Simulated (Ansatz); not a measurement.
**Zr2Cd: strong compression**

How does Zr2Cd answer strong compression? Methods of the runs shown: PAW. Its runs: volume scaled by 1 (PAW); volume scaled by 0.9 (PAW); volume scaled by 0.75 (PAW); volume scaled by 0.45 (PAW).

Method: DFT, PBEsol, PAW with Ansatz's default frozen-core files, scalar-relativistic, in Ansatz 0.2.0.

2 further runs of the same task are left out: 2 that didn't finish. Runs told in other sessions of the task aren't counted.

### Step 1. The starting structure

Symmetry: Fmmm, No. 69, orthorhombic system. Conventional cell: a = 4.365 Å, b = 4.377 Å, c = 14.000 Å, α = 90.00°, β = 90.00°, γ = 90.00°. Around Zr (site symmetry mm2) lie 8 Zr at 3.09 to 3.15 Å and 4 Cd at 3.22 Å. Cd (site symmetry mmm) has 4 Cd at 3.09 Å and 8 Zr at 3.22 Å in its first shell of neighbours.

Structure file:

```xyz
3
Lattice="0.0000 2.1883 6.9998 2.1823 0.0000 6.9998 2.1823 2.1883 0.0000" Properties=species:S:1:pos:R:3 pbc="T T T"
Zr    2.1823    2.1883    2.3637
Zr    2.1823    2.1883   11.6360
Cd    2.1823    2.1883    6.9998
```

Whether this phase is the stable one at these pressures isn't tested.

Atoms are numbered in the order of the input: Zr1, Zr2, Cd3.

### Step 2. Volume scaled by 1, PAW

input.yaml reads:

```yaml
crystal:
  lattice:
    - [0.0, 2.1883400586, 6.9998424303]
    - [2.182321725, 0.0, 6.9998424303]
    - [2.182321725, 2.1883400586, 0.0]
  atoms:
    - { symbol: Zr, position: [0.16883929, 0.16883929, 0.83116071] }
    - { symbol: Zr, position: [0.83116071, 0.83116071, 0.16883929] }
    - { symbol: Cd, position: [0.5, 0.5, 0.5] }
kpoints:
  mp_grid: { grid: [12, 12, 12] }
  band_path:
    path:
      - [0.0, 0.0, 0.0]
      - [0.5, 0.0, 0.5]
      - [0.5, 0.0256729069, 0.5256729069]
      - [0.5, 0.9743270931, 0.4743270931]
      - [0.5, 0.5, 0.0]
      - [0.9769468671, 0.5, 0.4769468671]
      - [0.0230531329, 0.5, 0.5230531329]
      - [0.0, 0.5, 0.5]
      - [0.2358722558, 0.7358722558, 0.5]
    npoints: 6
scf:
  occupations: { method: fermi_dirac, width: 0.05 }
hamiltonian:
  xc: pbesol
  pseudopotentials: { kind: paw }
output:
  forces: true
  stress: true
  eigenvalues: true
  populations: true
  write_density: true
  write_potential: true
  elf: true
  volumetric_format: npy
```

On the command line:

```
$ ansatz run input.yaml --threads 1 --pin off --max-ram 3072MiB --backend cpu --events-out ev --progress --plain --runs-dir out
```

### Step 3. Volume scaled by 0.9, PAW

Edit input.yaml of step 2 so:

```diff
@@ -2,5 +2,5 @@
   lattice:
-    - [0.0, 2.1883400586, 6.9998424303]
-    - [2.182321725, 0.0, 6.9998424303]
-    - [2.182321725, 2.1883400586, 0.0]
+    - [0.0, 2.1128190965, 6.7582735604]
+    - [2.1070084593, 0.0, 6.7582735604]
+    - [2.1070084593, 2.1128190965, 0.0]
   atoms:
@@ -33,5 +33 @@
   populations: true
-  write_density: true
-  write_potential: true
-  elf: true
-  volumetric_format: npy
```

### Step 4. Volume scaled by 0.75, PAW

Edit input.yaml of step 3 so:

```diff
@@ -2,5 +2,5 @@
   lattice:
-    - [0.0, 2.1128190965, 6.7582735604]
-    - [2.1070084593, 0.0, 6.7582735604]
-    - [2.1070084593, 2.1128190965, 0.0]
+    - [0.0, 1.9882388923, 6.3597789133]
+    - [1.9827708733, 0.0, 6.3597789133]
+    - [1.9827708733, 1.9882388923, 0.0]
   atoms:
```

### Step 5. Volume scaled by 0.45, PAW

Edit input.yaml of step 4 so:

```diff
@@ -2,5 +2,5 @@
   lattice:
-    - [0.0, 1.9882388923, 6.3597789133]
-    - [1.9827708733, 0.0, 6.3597789133]
-    - [1.9827708733, 1.9882388923, 0.0]
+    - [0.0, 1.6769456282, 5.3640452796]
+    - [1.6723337224, 0.0, 5.3640452796]
+    - [1.6723337224, 1.6769456282, 0.0]
   atoms:
@@ -33 +33,5 @@
   populations: true
+  write_density: true
+  write_potential: true
+  elf: true
+  volumetric_format: npy
```

(Steps that only read results are left out.)

What does the calculation give? Wanted: PAW pressure at 0.45 of the volume; fitted bulk modulus at zero pressure.

The runs gave:

```
                                  quantity      value
        PAW pressure at 0.45 of the volume  326.3 GPa
fitted bulk modulus at zero pressure (PAW)     94 GPa
                   its pressure derivative       3.99
```

What this shows: At 0.45 of the starting volume PAW gives 326 GPa. One third-order Birch-Murnaghan curve follows these points (B₀ = 94 GPa, B′ = 3.99, misfit at most 0.12 GPa). A fit over so wide a range leans to the high pressures, so B₀ can be off by several per cent. No all-electron run checks these rows here, and frozen cores can fail under such compression. The ions are at rest, and the electrons smeared by 0.05 eV.
